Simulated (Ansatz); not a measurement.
# ClFH9N2Si3 radical (built from SMILES F.[SiH3]N[Si](Cl)N[SiH3]): search for a transition state

Aim: find the saddle point of a four-centre ligand exchange that is to form Si1–F8, N2–H7 and break Si1–N2, H7–F8, prove it by its vibrations, and relax downhill on both sides to see what it joins.

The runs use Ansatz 0.2.0, Gaussian basis; PBE0-D4, def2-SVP first, then def2-TZVP.

75 further runs of the same task are left out: 75 set aside as unsound or not needed. Runs told in other sessions of the task aren't counted.

## (1) Starting geometry

The guess: 16 atoms, charge 0, spin multiplicity 2.

Atoms are counted from 1 here; the program's logs count them from 0.

Bond lengths: Si1–N2 1.886 Å, Si1–N4 1.715 Å, Si1–Cl6 2.013 Å, N2–Si3 1.770 Å, N2–H7 1.140 Å, N2–H9 1.015 Å, Si3–H10 1.458 Å, Si3–H11 1.462 Å, Si3–H12 1.461 Å, N4–Si5 1.749 Å, N4–H13 1.007 Å, Si5–H14 1.458 Å, Si5–H15 1.463 Å, Si5–H16 1.465 Å. Angles: N2–Si1–N4 111.8°, N2–Si1–Cl6 112.7°, N4–Si1–Cl6 120.8°, Si1–N2–Si3 119.7°, Si1–N2–H7 87.4°, Si1–N2–H9 111.0°, Si3–N2–H7 113.0°, Si3–N2–H9 114.5°, H7–N2–H9 107.7°, N2–Si3–H10 106.9°, N2–Si3–H11 107.5°, N2–Si3–H12 105.0°, H10–Si3–H11 111.8°, H10–Si3–H12 112.5°, H11–Si3–H12 112.7°, Si1–N4–Si5 126.2°, Si1–N4–H13 114.8°, Si5–N4–H13 115.6° and more.

Geometry (Å):

```
Si    0.47470    1.01790    0.52870
N     1.67160   -0.07180   -0.43930
Si    1.34100   -0.44640   -2.13780
N    -1.15940    0.60720    0.21140
Si   -2.38830    0.25710    1.40560
Cl    1.10020    1.37930    2.40770
H     1.38780   -0.92090    0.26720
F     0.59900   -1.25900    1.28360
H     2.63430    0.18250   -0.24390
H     0.29100   -1.45780   -2.15170
H     0.90940    0.79200   -2.78410
H     2.60660   -0.94860   -2.66780
H    -1.33180    0.24250   -0.71130
H    -2.17740   -0.99560    2.12110
H    -2.34440    1.40890    2.30630
H    -3.61420    0.21280    0.60410
```

Distances that are to change: Si1–F8 2.40 Å, N2–H7 1.14 Å, Si1–N2 1.89 Å, H7–F8 1.33 Å.

## (2) Constrained relaxation of the guess

hold/in.yaml reads:

```yaml
crystal:
  periodic: [false, false, false]
  atoms:
    - {symbol: Si, position_ang: [0.474700, 1.017900, 0.528700]}
    - {symbol: N, position_ang: [1.671600, -0.071800, -0.439300]}
    - {symbol: Si, position_ang: [1.341000, -0.446400, -2.137800]}
    - {symbol: N, position_ang: [-1.159400, 0.607200, 0.211400]}
    - {symbol: Si, position_ang: [-2.388300, 0.257100, 1.405600]}
    - {symbol: Cl, position_ang: [1.100200, 1.379300, 2.407700]}
    - {symbol: H, position_ang: [1.387800, -0.920900, 0.267200]}
    - {symbol: F, position_ang: [0.599000, -1.259000, 1.283600]}
    - {symbol: H, position_ang: [2.634300, 0.182500, -0.243900]}
    - {symbol: H, position_ang: [0.291000, -1.457800, -2.151700]}
    - {symbol: H, position_ang: [0.909400, 0.792000, -2.784100]}
    - {symbol: H, position_ang: [2.606600, -0.948600, -2.667800]}
    - {symbol: H, position_ang: [-1.331800, 0.242500, -0.711300]}
    - {symbol: H, position_ang: [-2.177400, -0.995600, 2.121100]}
    - {symbol: H, position_ang: [-2.344400, 1.408900, 2.306300]}
    - {symbol: H, position_ang: [-3.614200, 0.212800, 0.604100]}
basis:
  gaussian: {orbitals: def2-SVP}
magnetization: {spin_polarized: true, initial_magnetization: 1}
hamiltonian: {xc: pbe0, dispersion: d4}
relax: {f_tol: 0.04, max_steps: 150, escape_saddle: false, constraints: [{distance: [0, 7]}, {distance: [1, 6]}, {distance: [0, 1]}, {distance: [6, 7]}]}
```

Command:

```sh
> ansatz run in.yaml --threads 5 --pin off --events-out ev --progress --plain --max-ram 66560MiB --backend cuda --devices 0, --max-vram 37GiB
```

After this run come: Force constants to start from; Saddle search in the small basis; Saddle search in triple zeta; Vibrations at the point found; Relaxing after a step of 0.30 Å one way along the mode; Relaxing after a step of 0.30 Å the other way along the mode.

**Question.** What will these runs give? Wanted: imaginary mode; barrier from the start side; barrier from the end side; energy of the step; pairs that change; zero-point energy at the saddle.

As calculated:

| quantity | value |
| --- | --- |
| imaginary mode | 632i cm⁻¹ |
| barrier from the start side | 0.631 eV |
| barrier from the end side | 1.345 eV |
| energy of the step | -0.714 eV |
| pairs that change | Si1–F8 formed, N2–H7 formed, Si1–N2 loosened, H7–F8 broken |
| zero-point energy at the saddle | 2.629 eV |

In words: One imaginary mode, 632i cm⁻¹, makes this a first-order saddle. It joins the planned start and end. A bond meant to break is only loosened at the end: the products stay bound as an adduct. At PBE0-D4/def2-TZVP the electronic barrier is 0.631 eV, about 25 kT at 298 K, and the step runs 0.714 eV downhill. These are plain relaxations, not an intrinsic reaction coordinate. Lower complexes than these ends may exist.
